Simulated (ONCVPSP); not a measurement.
# B: variants of one ONCV potential, part 1 of 2

Aim: generate and test one potential in full, then change one design choice at a time and see what happens to hardness, ghosts and transferability.

The numbers are computed with ONCVPSP 4.0.1 (LDA (Perdew-Wang 92), scalar-relativistic, spin-unpolarised reference atom).

1 further run of the same task is left out (it didn't finish).

## Step 1: Settings

The settings as typed:

```
element                 : boron (B, Z = 5)
type                    : optimised norm-conserving Vanderbilt (ONCV)
frozen core             : [He]
valence charge          : 3
reference configuration : 2s2 2p0.5 (charge +0.5)
partial waves           : 2s: rc 1.15 bohr, ncon 5, nbas 9, qcut 5.9 1/bohr, 1 projector; 2p: rc 1.90 bohr, ncon 3, nbas 7, qcut 3.8 1/bohr, 2 projectors, debl 1.8 Ha; d scattering state at 0.27 Ha: rc 1.95 bohr, ncon 3, nbas 7, qcut 4.9 1/bohr, 3 projectors, debl 2.3 Ha
local potential         : polynomial inside 0.75 bohr (lpopt 5, dvloc0 0 Ha)
core correction         : polynomial model core, fcfact 0.2
```

An earlier all-electron run gives the scale for the radii.

All-electron outer shells of the reference configuration (LDA (PZ), scalar-relativistic, ld1.x):

| shell | level (eV) | outermost node (bohr) | outermost maximum (bohr) |
| --- | --- | --- | --- |
| 1s | -184.52 | – | 0.21 |
| 2s | -14.06 | 0.46 | 1.48 |
| 2p | -8.20 | – | 1.48 |

## Step 2: Generation of the first potential

File B.dat:

```
# ATOM AND REFERENCE CONFIGURATION
# atsym  z   nc   nv     iexc    psfile
  B 5.00    1    2  -001012      upf
#
#   n    l    f
    1    0    2.00
    2    0    2.00
    2    1    0.50
#
# PSEUDOPOTENTIAL AND OPTIMIZATION
# lmax
    2
#
#   l,   rc,      ep,       ncon, nbas, qcut
    0    1.15    0.00    5    9    5.90
    1    1.90    0.00    3    7    3.80
    2    1.95    0.27    3    7    4.90
#
# LOCAL POTENTIAL
# lloc, lpopt,  rc(5),   dvloc0
    4    5    0.75    0.00
#
# VANDERBILT-KLEINMAN-BYLANDER PROJECTORs
# l, nproj, debl
    0    1    1.10
    1    2    1.80
    2    3    2.30
#
# MODEL CORE CHARGE
# icmod, fcfact, rcfact
    1    0.20    0.00
#
# LOG DERIVATIVE ANALYSIS
# epsh1, epsh2, depsh
   -2.00    5.00    0.02
#
# OUTPUT GRID
# rlmax, drl
    6.00    0.01
#
# TEST CONFIGURATIONS
# ncnf
    4
# nvcnf
#   n    l    f
    2
    2    0    2.00
    2    1    1.00
#
    2
    2    0    2.00
    2    1    0.00
#
    2
    2    0    1.00
    2    1    0.00
#
    2
    2    0    0.00
    2    1    3.00
#
```

The run is started by

```console
oncvpsp.x < B.dat > B.out
```

Output in B.out (without the consistency checks and plot data):

```text
ONCVPSP  (Optimized Norm-Conservinng Vanderbilt PSeudopotential)
scalar-relativistic version 4.0.1

#   n    l    f        energy (Ha)
    1    0    2.00    -6.7811847E+00
    2    0    2.00    -5.1641746E-01
    2    1    0.50    -3.0098290E-01

Reference configufation results
  iterations    24
  all-electron total energy (Ha)   -2.42425643D+01

Begin loop to  construct optimized pseudo wave functions
and semi-local pseudopoentials for all angular momenta

Calculating optimized projector #   1

 for l=   0

    Fraction of norm inside rc  0.172381
    Optimizing pswf for qcut=   5.90 a_B^-1,  ecut=  17.39 Ha
    Residual kinetic energy error=  3.44D-04 Ha

    Energy error per electron        Cutoff
         Ha          eV             Ha
         0.01000     0.27211        7.22
         0.00100     0.02721       12.27
         0.00010     0.00272      125.44
         0.00001     0.00027      169.06

   Wellstate for l =  1  n =  4
     eigenvalue =   1.4990
     asymptotic potential =   1.9990
     half-point radius =  4.0317

Calculating optimized projector #   1

 for l=   1

    Fraction of norm inside rc  0.526531
    Optimizing pswf for qcut=   3.81 a_B^-1,  ecut=   7.26 Ha
    Residual kinetic energy error=  4.46D-03 Ha

    Energy error per electron        Cutoff
         Ha          eV             Ha
         0.01000     0.27211        6.27
         0.00100     0.02721       21.74
         0.00010     0.00272       49.11
         0.00001     0.00027      103.87

Calculating optimized projector #   2

 for l=   1

    Fraction of norm inside rc  0.145101
    Optimizing pswf for qcut=   3.81 a_B^-1,  ecut=   7.26 Ha
    Residual kinetic energy error=  3.42D-02 Ha

    Energy error per electron        Cutoff
         Ha          eV             Ha
         0.01000     0.27211        9.21
         0.00100     0.02721       28.32
         0.00010     0.00272       57.37
         0.00001     0.00027       82.02

   Wellstate for l =  2  n =  3
     eigenvalue =   0.2700
     asymptotic potential =   0.7700
     half-point radius =  4.5383

   Wellstate for l =  2  n =  5
     eigenvalue =   2.5700
     asymptotic potential =   3.0700
     half-point radius =  3.9786

   Wellstate for l =  2  n =  6
     eigenvalue =   4.8700
     asymptotic potential =   5.3700
     half-point radius =  3.6680

Calculating optimized projector #   1

 for l=   2

    Fraction of norm inside rc  0.102737
    Optimizing pswf for qcut=   4.89 a_B^-1,  ecut=  11.98 Ha
    Residual kinetic energy error=  6.63D-06 Ha

    Energy error per electron        Cutoff
         Ha          eV             Ha
         0.01000     0.27211        2.64
         0.00100     0.02721        5.69
         0.00010     0.00272        8.71
         0.00001     0.00027       11.53

Calculating optimized projector #   2

 for l=   2

    Fraction of norm inside rc  0.169114
    Optimizing pswf for qcut=   4.89 a_B^-1,  ecut=  11.98 Ha
    Residual kinetic energy error=  1.04D-03 Ha

    Energy error per electron        Cutoff
         Ha          eV             Ha
         0.01000     0.27211        7.84
         0.00100     0.02721       11.97
         0.00010     0.00272       23.11
         0.00001     0.00027       60.49

Calculating optimized projector #   3

 for l=   2

    Fraction of norm inside rc  0.133517
    Optimizing pswf for qcut=   4.89 a_B^-1,  ecut=  11.98 Ha
    Residual kinetic energy error=  5.70D-03 Ha

    Energy error per electron        Cutoff
         Ha          eV             Ha
         0.01000     0.27211       11.05
         0.00100     0.02721       16.43
         0.00010     0.00272       30.47
         0.00001     0.00027       81.33

Construct Vanderbilt / Kleinmman-Bylander projectors

B matrix Hermiticity error, ll=   1
   1   2   -3.6571E-05

  Orthonormal projector coefficients -5.1313E+00 -2.8344E+00

B matrix Hermiticity error, ll=   2
   1   2   -3.1242E-05
   1   3    1.3277E-05
   2   3    5.7840E-05

  Orthonormal projector coefficients -2.0003E+00  1.9850E+00 -7.1679E-01

Model core correction analysis
  based on d2Exc/dn_idn_j

d2excae - all-electron derivatives

   -3.782438D-02   -3.260042D-02
   -3.260613D-02   -3.007501D-02

d2excps - pseudofunction derivatives with no core correction

   -4.080481D-02   -3.748188D-02
   -3.748575D-02   -3.464666D-02

rms 2nd derivative error    4.399495E-03

Polynomial model core charge

d2excps - pseudofunction derivatives with core correction

   -3.798787D-02   -3.482895D-02
   -3.483264D-02   -3.209346D-02

rms 2nd derivative error    1.872467E-03

Pseudoatom total energy   -2.484628

Diagnostic tests using Vanderbilt-Kleinman-Bylander pseudopotentials
  1 or more projectors used as specified by nproj input data

   l    rcore       rmatch      e in        delta e   norm test  slope test

   0   1.1507464   1.1856856  -0.5164175  -0.0000007   1.0000032   0.9999960

   1   1.9019978   1.9597466  -0.3009829  -0.0000889   0.9999551   0.9991510
   1   1.9019978   1.9597466   1.4990171  -0.0001160   1.0003285   1.0003285

   2   1.9597466   2.0192487   0.2700000  -0.0000272   1.0000268   1.0000268
   2   1.9597466   2.0192487   2.5700000   0.0000044   1.0001113   1.0001113
   2   1.9597466   2.0192487   4.8700000  -0.0000571   1.0001784   1.0001784

 Testing for bound ghosts
   n   l    E NL Schr. Eq   E Basis Diag.   E Cutoff

   1   0       -0.516418       -0.447203    196.19

   2   1       -0.301072       -0.296150     61.19

 Testing for highly-localized positive-energy ghosts
       l    <radius>/rc     E Basis Diag.   E Cutoff

Test configuration 0

   n   l     f        eae           eps        diff
   1   0  2.0000   -6.78118468
   2   0  2.0000   -0.51641746   -0.51641815   -6.91D-07
   2   1  0.5000   -0.30098290   -0.30107179   -8.89D-05

    Total energies and differences
      AE_ref= -2.42425643D+01  AE_tst= -2.42425643D+01  dif=  0.00D+00
      PS_ref= -2.48462834D+00  PS_tst= -2.48462834D+00  dif=  4.00D-15
      PSP excitation error= -4.00D-15

Test configuration 1

   n   l     f        eae           eps        diff
   1   0  2.0000   -6.56600070
   2   0  2.0000   -0.34484330   -0.34504381   -2.01D-04
   2   1  1.0000   -0.13653230   -0.13727874   -7.46D-04

    Total energies and differences
      AE_ref= -2.42425643D+01  AE_tst= -2.43506168D+01  dif= -1.08D-01
      PS_ref= -2.48462834D+00  PS_tst= -2.59296014D+00  dif= -1.08D-01
      PSP excitation error=  2.79D-04

Test configuration 2

   n   l     f        eae           eps        diff
   1   0  2.0000   -7.04581955
   2   0  2.0000   -0.71333637   -0.71167027    1.67D-03

    Total energies and differences
      AE_ref= -2.42425643D+01  AE_tst= -2.40448129D+01  dif=  1.98D-01
      PS_ref= -2.48462834D+00  PS_tst= -2.28744511D+00  dif=  1.97D-01
      PSP excitation error=  5.68D-04

Test configuration 3

   n   l     f        eae           eps        diff
   1   0  2.0000   -7.68536116
   2   0  1.0000   -1.15148323   -1.14724297    4.24D-03

    Total energies and differences
      AE_ref= -2.42425643D+01  AE_tst= -2.31151283D+01  dif=  1.13D+00
      PS_ref= -2.48462834D+00  PS_tst= -1.36060823D+00  dif=  1.12D+00
      PSP excitation error=  3.42D-03

Test configuration 4

   n   l     f        eae           eps        diff
   1   0  2.0000   -6.63639038
   2   1  3.0000   -0.16574173   -0.16709752   -1.36D-03

    Total energies and differences
      AE_ref= -2.42425643D+01  AE_tst= -2.39317122D+01  dif=  3.11D-01
      PS_ref= -2.48462834D+00  PS_tst= -2.17505997D+00  dif=  3.10D-01
      PSP excitation error=  1.28D-03
```

It took 3.1 s on 1 thread, shared host.

Partial waves on a coarse radial grid (AE all-electron, PS pseudo):

```
r (bohr)    2s AE   2s PS
   0.098  -0.2797  0.0350
   0.195  -0.3182  0.0753
   0.292  -0.2403  0.1212
   0.390  -0.1094  0.1741
   0.488   0.0380  0.2374
   0.585   0.1810  0.3086
   0.682   0.3114  0.3812
   0.780   0.4258  0.4541
   0.878   0.5213  0.5282
   0.975   0.5975  0.5982
   1.072   0.6564  0.6564
   1.170   0.7000  0.7000
   1.268   0.7294  0.7294
   1.365   0.7463  0.7463
   1.463   0.7530  0.7530
   1.560   0.7510  0.7510
   1.658   0.7417  0.7417
   1.755   0.7269  0.7269
   1.852   0.7074  0.7074
   1.950   0.6843  0.6843
   2.047   0.6587  0.6587
   2.145   0.6310  0.6310
   2.242   0.6023  0.6023
   2.340   0.5727  0.5727
   2.438   0.5428  0.5428
   2.535   0.5133  0.5133
```

Densities times 4π (e/bohr³); a dash where the program caps the true core:

| r (bohr) | pseudo valence | true core | model core |
| --- | --- | --- | --- |
| 0.098 | 0.26 | – | 5.513 |
| 0.292 | 0.3862 | – | 4.987 |
| 0.488 | 0.5757 | – | 3.268 |
| 0.682 | 0.7821 | 1.58 | 1.309 |
| 0.878 | 0.9075 | 0.2937 | 0.2936 |
| 1.072 | 0.9314 | 0.05724 | 0.05724 |
| 1.268 | 0.8196 | 0.01124 | 0.01124 |
| 1.463 | 0.6504 | 0.002263 | 0.002263 |
| 1.658 | 0.4844 | 0.0004637 | 0.0004637 |
| 1.852 | 0.352 | 9.645e-05 | 9.645e-05 |
| 2.047 | 0.2518 | 2.017e-05 | 2.017e-05 |
| 2.242 | 0.1774 | 4.254e-06 | 4.254e-06 |
| 2.438 | 0.1234 | 8.498e-07 | 8.498e-07 |

## Step 3: The configuration tests of the same run

Energies count from the reference configuration 2s2 2p0.5; the error is all-electron less pseudo.

| valence configuration | charge | ΔE all-electron (eV) | error AE − PS (meV) |
| --- | --- | --- | --- |
| 2s2 2p1 | 0 | -2.940 | +7.6 |
| 2s2 2p0 | +1 | 5.381 | +15 |
| 2s1 2p0 | +2 | 30.679 | +93 |
| 2s0 2p3 | 0 | 8.459 | +35 |

## Step 4: Does it scatter like the atom?

Taken from the files of the generation run. The phase is arctan(r·R′/R) of the radial function R, unwrapped, with energies in Ha. A pole is an energy at which the radial function vanishes at the test radius. The pseudo phase is shifted by a multiple of π to meet the all-electron one at the reference energy. Levels narrower than the energy grid can be missing from the poles. The last column is the largest difference on the grid between −0.5 and +0.5 Ha.

| channel | radius (bohr) | reference (Ha) | poles AE | poles PS | window around the reference with phases within 0.05 rad (Ha) | largest difference near zero (rad) |
| --- | --- | --- | --- | --- | --- | --- |
| s | 1.16 | -0.52 | 4.97 | 3.03 | below 1.6 | 0.014 |
| p | 1.92 | -0.30 | 0.47, 4.90 | 0.46, 3.27 | below 1.9 | 0.003 |
| d | 1.98 | 0.27 | 2.63 | 2.63 | the whole range | 0.000 |

Phases (rad) along the scan:

```csv
E (Ha),s AE,s PS,p AE,p PS
-1.98,0.612,0.589,1.148,1.139
-1.62,0.436,0.418,1.054,1.045
-1.26,0.211,0.200,0.882,0.871
-0.90,-0.057,-0.060,0.481,0.468
-0.54,-0.337,-0.337,-0.430,-0.434
-0.18,-0.591,-0.594,-1.139,-1.140
0.18,-0.798,-0.808,-1.434,-1.437
0.54,-0.958,-0.976,-1.599,-1.602
0.90,-1.080,-1.108,-1.735,-1.738
1.26,-1.174,-1.213,-1.902,-1.903
1.62,-1.248,-1.299,-2.214,-2.216
1.98,-1.307,-1.373,-3.014,-3.092
2.34,-1.357,-1.440,-3.934,-4.083
2.70,-1.398,-1.507,-4.295,-4.442
3.06,-1.434,-1.578,-4.451,-4.625
3.42,-1.465,-1.665,-4.539,-4.782
3.78,-1.493,-1.792,-4.597,-5.031
4.14,-1.518,-2.027,-4.641,-5.841
4.50,-1.542,-2.609,-4.677,-7.099
4.86,-1.564,-3.601,-4.709,-7.449
```

(Continued in part 2 of 2.)
